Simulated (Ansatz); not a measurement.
# CH₉NOSi₂: up Jacob's ladder to CCSD(T)

Aim: compute CH₉NOSi₂ with functionals from several rungs and with coupled cluster, and see how far each lands from CCSD(T) at the basis-set limit for the atomisation energy.

Method: functionals in def2-TZVPP, the program's frozen cores in correlated methods; program: Ansatz 0.2.0, Gaussian basis.

The runs, in order: PBE-D4, r2SCAN-D4, PBE0-D4, B3LYP-D4, ωB97X-V, ωB97M-V, B2PLYP; CCSD(T)/def2-TZVPP; MP2/def2-QZVPP; extrapolation to the limit.

**1. The relaxed structure**

An earlier PBE0-D4 in a triple-zeta def2 set relaxation fixed the geometry.

SMILES `C[SiH2]N[SiH2]O`, 14 atoms, charge 0, spin multiplicity 1.

Atoms are counted from 1 here; the program's logs count them from 0.

Bond lengths: C1–Si2 1.865 Å, C1–H6 1.092 Å, C1–H7 1.093 Å, C1–H8 1.093 Å, Si2–N3 1.733 Å, Si2–H9 1.492 Å, Si2–H10 1.487 Å, N3–Si4 1.718 Å, N3–H11 1.010 Å, Si4–O5 1.646 Å, Si4–H12 1.488 Å, Si4–H13 1.479 Å, O5–H14 0.958 Å. Angles: Si2–C1–H6 110.9°, Si2–C1–H7 111.0°, Si2–C1–H8 110.6°, H6–C1–H7 108.1°, H6–C1–H8 108.4°, H7–C1–H8 107.7°, C1–Si2–N3 112.2°, C1–Si2–H9 108.4°, C1–Si2–H10 111.0°, N3–Si2–H9 111.1°, N3–Si2–H10 105.6°, H9–Si2–H10 108.5°, Si2–N3–Si4 127.4°, Si2–N3–H11 117.0°, Si4–N3–H11 115.5°, N3–Si4–O5 114.5°, N3–Si4–H12 105.7°, N3–Si4–H13 110.8° and more.

**2. PBE-D4 (GGA)**

in.yaml

```yaml
crystal:
  periodic: [false, false, false]
  atoms:
    - {symbol: C, position_ang: [1.723384, 0.296087, 1.753387]}
    - {symbol: Si, position_ang: [1.025085, 0.438338, 0.030006]}
    - {symbol: N, position_ang: [-0.275163, -0.673912, -0.242423]}
    - {symbol: Si, position_ang: [-1.873089, -0.307057, -0.755820]}
    - {symbol: O, position_ang: [-1.990342, 0.198262, -2.318132]}
    - {symbol: H, position_ang: [0.955496, 0.500062, 2.502994]}
    - {symbol: H, position_ang: [2.118021, -0.707384, 1.934668]}
    - {symbol: H, position_ang: [2.542446, 1.006027, 1.896698]}
    - {symbol: H, position_ang: [2.131375, 0.220194, -0.946322]}
    - {symbol: H, position_ang: [0.449473, 1.789535, -0.201722]}
    - {symbol: H, position_ang: [-0.072267, -1.655736, -0.121297]}
    - {symbol: H, position_ang: [-2.659591, -1.552507, -0.541752]}
    - {symbol: H, position_ang: [-2.422115, 0.834152, 0.008114]}
    - {symbol: H, position_ang: [-1.652713, -0.386062, -2.998400]}
basis:
  gaussian: {orbitals: def2-TZVPP}
hamiltonian: {xc: pbe, dispersion: d4}
output: {forces: true, orbitals: {seedname: orbitals}}
```

Started as:

```console
ansatz run in.yaml --threads 2 --pin off --events-out ev --progress --plain --max-ram 32768MiB --backend cuda --devices 0, --max-vram 18GiB
```

After this run come: r2SCAN-D4 (meta-GGA); PBE0-D4 (hybrid); B3LYP-D4 (hybrid); ωB97X-V (range-separated); ωB97M-V (range-separated); B2PLYP (double hybrid); CCSD(T) in def2-TZVPP; MP2 in def2-QZVPP.

Before running them: what should the planned runs give, taken together? Wanted: atomisation energy, CCSD(T)/CBS; farthest; mean size of error, hybrid; mean size of error, range-separated; gap, smallest and largest; T1 diagnostic; triples share of the correlation energy.

**Answer**, as computed:

```
                               quantity                                 value
        atomisation energy, CCSD(T)/CBS                         4995.1 kJ/mol
 functionals within 25.0 kJ/mol (0.5 %)    PBE-D4, B3LYP-D4, ωB97X-V, ωB97M-V
                               farthest                 B2PLYP (-70.2 kJ/mol)
             mean size of error, hybrid                           37.7 kJ/mol
    mean size of error, range-separated                            6.1 kJ/mol
              gap, smallest and largest  5.85 eV (PBE-D4), 12.37 eV (ωB97X-V)
                          T1 diagnostic                                0.0108
triples share of the correlation energy                                 3.5 %
```

PBE-D4 is off by -6.0 kJ/mol. Double hybrids carry the basis error of their MP2 part in triple zeta, and no dispersion term here, so their miss is partly the set-up's. The reference freezes the cores and leaves out relativity and excitations past (T), so misses under about 25.0 kJ/mol can't be ranked. Hartree-Fock recovers 73 % of the binding; the rest is correlation. The gap grows from 5.9 to 12.4 eV across the functionals, mostly with the share of exact exchange.
